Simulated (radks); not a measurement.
# Yb²⁺ in [Xe] 4f14: an all-electron calculation

Wanted: eigenvalues, radial structure and energy terms of the ytterbium ion Yb2+.

Method: non-relativistic Kohn-Sham, SCAN, spin-polarised, spherical densities, point nucleus. Code: radks (a radial shooting solver on a logarithmic mesh, Libxc functionals) version 1.

## 1. Starting point

| Quantity | Value |
| --- | --- |
| element | ytterbium (Z = 70) |
| charge | +2 |
| electrons | 68 |
| configuration | [Xe] 4f14 |

Outer shells as boxes (Hund's rule):

Yb²⁺
```
[Xe] core
4f [↑↓][↑↓][↑↓][↑↓][↑↓][↑↓][↑↓]
```

## 2. The run

Input:

```text
Z 70
configuration [Xe] 4f14
relativity non-relativistic
functional scan,scan
spin polarised
nucleus point
```

**Question.** What will this run give?

**Answer**, as computed:

| quantity | value |
| --- | --- |
| total energy | -13395.7668 hartree |
| exchange-correlation share of it | 2.09 % |
| −T/E | 0.9997 |
| highest occupied level | 4f, -21.518 eV |
| most extended occupied level | 5p up, <r> = 1.49 bohr |
| radius at density 0.001 e/bohr³ | 3.28 bohr |
| maxima of the radial density | 4 |
| ionisation energy, NIST | 25.05 (semi-emp.) eV |

What this shows: The radial density shows 4 maxima for 5 occupied principal shells; where shells overlap, one shows as a shoulder or not at all. The ratio −T/E is 0.9997; for a non-relativistic Coulomb system it is 1 up to the kinetic part of correlation. The top level binds by 21.518 eV, 86 % of the NIST ionisation energy of 25.05 eV; the potential of a semilocal functional falls off too fast, so its top eigenvalue is too shallow. Relativity is left out here, which matters for elements this heavy.
